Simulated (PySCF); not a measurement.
# CH9AsBN: the cost of one run

Programs: PySCF 2.14.0, with density-fitted response routines of our own. Each step states its level of theory. These are calculated values for one molecule in the gas phase, unless marked as measured. Atoms are numbered from 0 throughout.

### 1 The starting structure

13 atoms, charge 0, multiplicity 1; geometry from: GFN2-xTB. The atoms were then displaced at random by about 0.01 Å, so the start is not that level's minimum.

Bonds of the start (Å): C0–B1 1.57, B1–N2 1.38, C0–H4 1.11, C0–H5 1.12, C0–H6 1.09, B1–H7 1.16, N2–H8 0.99, N2–H9 1.00, As3–H10 1.48, As3–H11 1.50, As3–H12 1.44.

### 2 Relaxing the molecule at PBE0-D3(BJ)/def2-SVP

The job: settings as JSON, then the geometry in Å.

```
{"job": {"xc": "PBE0", "basis": "def2-SVP", "d3": "d3bj", "grid": 1, "shake": 0.01, "kind": "geom"}, "charge": 0, "multiplicity": 1}
C     -1.016110     1.141330     0.489750
B     -1.302910    -0.387000     0.672940
N     -1.149510    -1.240020    -0.405430
As     2.082680    -0.008330    -0.983580
H     -0.816400     1.428060    -0.558800
H     -1.887250     1.772480     0.808350
H     -0.178090     1.478340     1.095600
H     -1.601110    -0.827530     1.705770
H     -0.894980    -0.904010    -1.301770
H     -1.277440    -2.235220    -0.349860
H      2.458700     1.043870    -0.006750
H      2.122560    -1.023220     0.119620
H      3.465660    -0.255640    -1.296180
```

On the command line:

```console
$ OMP_NUM_THREADS=1 python probes_run.py task.json out
```

The driver reads the jobs from task.json and runs them one after another.

Q: Estimate the wall time and peak memory of this first job on 1 thread of Arm Neoverse V2, shared host.

About 78 s, with a peak of 0.5 GiB.
